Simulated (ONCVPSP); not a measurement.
**An ONCV potential for Lu, from input to tests**

Do these settings give a usable potential? It is generated, then checked for transferability, scattering, ghosts and hardness.

Method: ONCVPSP 4.0.1, LDA (Perdew-Wang 92), scalar-relativistic.

## 1. The design

Typed settings, in words:

```
element                 : lutetium (Lu, Z = 71)
type                    : optimised norm-conserving Vanderbilt (ONCV)
frozen core             : [Kr] 4d10
valence charge          : 25
reference configuration : 4f14 5s2 5p6 5d1 6s2
partial waves           : 5s+6s: rc 1.80 bohr, ncon 4, nbas 7, qcut 5.6 1/bohr, 2 projectors; 5p: rc 1.95 bohr, ncon 3, nbas 8, qcut 7.6 1/bohr, 2 projectors, debl 1.4 Ha; 5d: rc 3.25 bohr, ncon 5, nbas 9, qcut 5.3 1/bohr, 1 projector; 4f: rc 0.60 bohr, ncon 4, nbas 7, qcut 15.9 1/bohr, 2 projectors, debl 1 Ha
local potential         : polynomial inside 0.55 bohr (lpopt 3, dvloc0 4 Ha)
core correction         : Teter function fitted to the true core (icmod 2), fcfact 0.45
```

The outer shells as boxes (Hund's rule for the drawing; the calculation is spin-unpolarised):

```
[Kr] core
4d [↑↓][↑↓][↑↓][↑↓][↑↓]
4f [↑↓][↑↓][↑↓][↑↓][↑↓][↑↓][↑↓]
5s [↑↓]
5p [↑↓][↑↓][↑↓]
5d [↑ ][  ][  ][  ][  ]
6s [↑↓]
```

The nodes and maxima of the atom's own shells, from an earlier all-electron run, set the scale for the radii.

All-electron outer shells of the reference configuration (LDA (PZ), scalar-relativistic, ld1.x):

| shell | level (eV) | outermost node (bohr) | outermost maximum (bohr) |
| --- | --- | --- | --- |
| 4d | -191.71 | 0.23 | 0.48 |
| 5s | -61.19 | 0.57 | 1.04 |
| 5p | -31.78 | 0.61 | 1.19 |
| 4f | -9.81 | – | 0.47 |
| 6s | -4.81 | 1.41 | 3.00 |
| 5d | -1.92 | 0.68 | 1.84 |
| 6p | -1.40 | 1.73 | 4.32 |

## 2. Generating the potential

Lu.dat reads:

```
# ATOM AND REFERENCE CONFIGURATION
# atsym  z   nc   nv     iexc    psfile
  Lu 71.00    9    5  -001012      upf
#
#   n    l    f
    1    0    2.00
    2    0    2.00
    2    1    6.00
    3    0    2.00
    3    1    6.00
    3    2   10.00
    4    0    2.00
    4    1    6.00
    4    2   10.00
    4    3   14.00
    5    0    2.00
    5    1    6.00
    5    2    1.00
    6    0    2.00
#
# PSEUDOPOTENTIAL AND OPTIMIZATION
# lmax
    3
#
#   l,   rc,      ep,       ncon, nbas, qcut
    0    1.80    0.00    4    7    5.60
    1    1.95    0.00    3    8    7.60
    2    3.25    0.00    5    9    5.30
    3    0.60    0.00    4    7   15.90
#
# LOCAL POTENTIAL
# lloc, lpopt,  rc(5),   dvloc0
    4    3    0.55    4.00
#
# VANDERBILT-KLEINMAN-BYLANDER PROJECTORs
# l, nproj, debl
    0    2    3.60
    1    2    1.40
    2    1    3.10
    3    2    1.00
#
# MODEL CORE CHARGE
# icmod, fcfact, rcfact
    2    0.45    0.85
#
# LOG DERIVATIVE ANALYSIS
# epsh1, epsh2, depsh
   -4.00    5.00    0.02
#
# OUTPUT GRID
# rlmax, drl
    6.00    0.01
#
# TEST CONFIGURATIONS
# ncnf
    4
# nvcnf
#   n    l    f
    5
    4    3   14.00
    5    0    2.00
    5    1    6.00
    5    2    1.00
    6    0    1.00
#
    5
    4    3   14.00
    5    0    2.00
    5    1    6.00
    5    2    1.00
    6    0    0.00
#
    5
    4    3   14.00
    5    0    2.00
    5    1    6.00
    5    2    0.00
    6    0    0.00
#
    6
    4    3   14.00
    5    0    2.00
    5    1    6.00
    5    2    1.00
    6    0    0.00
    6    1    2.00
#
```

Command:

```console
$ oncvpsp.x < Lu.dat > Lu.out
```

**Question.** What will these runs give? Wanted: cutoffs for 1 and 0.1 mHa per electron, occupied waves; bound ghosts; GHOST(+) flags; largest miss of a reference level; largest test error; largest phase difference near zero energy, channels read; rms error of d²Exc/dn², without and with the model core.

The runs gave:

| quantity | value |
| --- | --- |
| cutoffs for 1 and 0.1 mHa per electron, occupied waves | 632 Ha and 969 Ha |
| bound ghosts | s at -602.01 eV, p at -241.95 eV, d at -38.06 eV |
| GHOST(+) flags | f at 226 eV |
| largest miss of a reference level | 24 meV (4f) |
| largest test error (AE − PS) | -8.9 meV, for 4f14 5s2 5p6 5d1 6s0 (1 test unsolved) |
| largest phase difference near zero energy, channels read | 0.007 rad |
| rms error of d²Exc/dn², without and with the model core | 4.75 and 1.63 mHa |

**Reading.** It has a bound ghost (s, p, d), a state that the atom doesn't have, and that rules the file out. The worst unpolarised test, 4f14 5s2 5p6 5d1 6s0, is off by 8.9 meV on 21.1 eV; by total energies transferability rates as good where solved. Atomic tests can pass in spite of a ghost, since they solve only for the levels asked. Of the tests 1 gave no usable energy difference, which is a warning in itself. By its cutoff, 632 Ha for the looser tolerance, it is very hard. At the looser tolerance the 4f wave is the slowest; 5p needs 14 Ha. Near zero energy the phases of the channels with partial waves agree within 0.007 rad. The pseudo curves have a pole with no partner nearby in the atom's: d at -1.38 Ha. The program also flags highly localised states, GHOST(+) (f). These are tests on the free atom; a crystal test is still owed.
